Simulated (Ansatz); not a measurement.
# Si2SnH6: small, medium and large basis sets

One table from this session's results is given with a row withheld; the runs are named, their logs left out.

Method: one geometry, several basis sets; program: Ansatz 0.2.0, Gaussian basis.

Levels to be run: PBE0-D4/def2-SVP; ωB97M-V/def2-SVP; PBE0-D4/def2-QZVPP; ωB97M-V/def2-QZVPP; the functionals' def2-TZVPP values are taken from earlier runs.

## The geometry

An earlier PBE0-D4 in a triple-zeta def2 set relaxation fixed the geometry. Sn takes the def2 core potential; no spin-orbit term is included.

SMILES `[SiH2]1[SiH2][SnH2]1`, 9 atoms, charge 0, spin multiplicity 1.

Atoms are counted from 1 here; the program's logs count them from 0.

Bond lengths: Si1–Si2 2.344 Å, Si1–Sn3 2.561 Å, Si1–H4 1.485 Å, Si1–H5 1.485 Å, Si2–Sn3 2.562 Å, Si2–H6 1.485 Å, Si2–H7 1.485 Å, Sn3–H8 1.699 Å, Sn3–H9 1.699 Å. Angles: Si2–Si1–Sn3 62.8°, Si2–Si1–H4 117.9°, Si2–Si1–H5 117.9°, Sn3–Si1–H4 118.9°, Sn3–Si1–H5 119.0°, H4–Si1–H5 112.1°, Si1–Si2–Sn3 62.8°, Si1–Si2–H6 117.8°, Si1–Si2–H7 117.8°, Sn3–Si2–H6 119.1°, Sn3–Si2–H7 119.1°, H6–Si2–H7 112.1°, Si1–Sn3–Si2 54.5°, Si1–Sn3–H8 119.6°, Si1–Sn3–H9 119.6°, Si2–Sn3–H8 119.5°, Si2–Sn3–H9 119.5°, H8–Sn3–H9 112.6°.

Set-up of the first run:

Contents of in.yaml:

```yaml
crystal:
  periodic: [false, false, false]
  atoms:
    - {symbol: Si, position_ang: [-0.972022, 0.380502, -0.923261]}
    - {symbol: Si, position_ang: [1.224327, 0.674155, -0.159280]}
    - {symbol: Sn, position_ang: [-0.220358, -1.054161, 1.061126]}
    - {symbol: H, position_ang: [-1.166376, -0.267143, -2.245488]}
    - {symbol: H, position_ang: [-1.942674, 1.480082, -0.690408]}
    - {symbol: H, position_ang: [1.554780, 1.950881, 0.523590]}
    - {symbol: H, position_ang: [2.329284, 0.204516, -1.033391]}
    - {symbol: H, position_ang: [0.084777, -2.709311, 0.832092]}
    - {symbol: H, position_ang: [-0.803238, -0.705922, 2.618020]}
basis:
  gaussian: {orbitals: def2-SVP}
hamiltonian: {xc: pbe0, dispersion: d4}
output: {orbitals: {seedname: orbitals}}
```

Command:

```
$ ansatz run in.yaml --threads 2 --pin off --events-out ev --progress --plain --max-ram 4352MiB
```

Among the steps run: PBE0-D4 in def2-SVP; ωB97M-V in def2-SVP; PBE0-D4 in def2-QZVPP; ωB97M-V in def2-QZVPP.

One table of the session follows, with a row left open; its other results are not shown here.

It belongs to the step «Functionals by basis». 

| functional | basis | HOMO (eV) |
| --- | --- | --- |
| PBE0-D4 | def2-SVP | ? |
| PBE0-D4 | def2-TZVPP | -6.45 |
| PBE0-D4 | def2-QZVPP | -6.45 |
| ωB97M-V | def2-SVP | -8.27 |
| ωB97M-V | def2-TZVPP | -8.32 |
| ωB97M-V | def2-QZVPP | -8.32 |

Q: Estimate the row for PBE0-D4, def2-SVP from the others.

As computed: HOMO (eV): -6.44. In the column «HOMO (eV)» it is the highest.
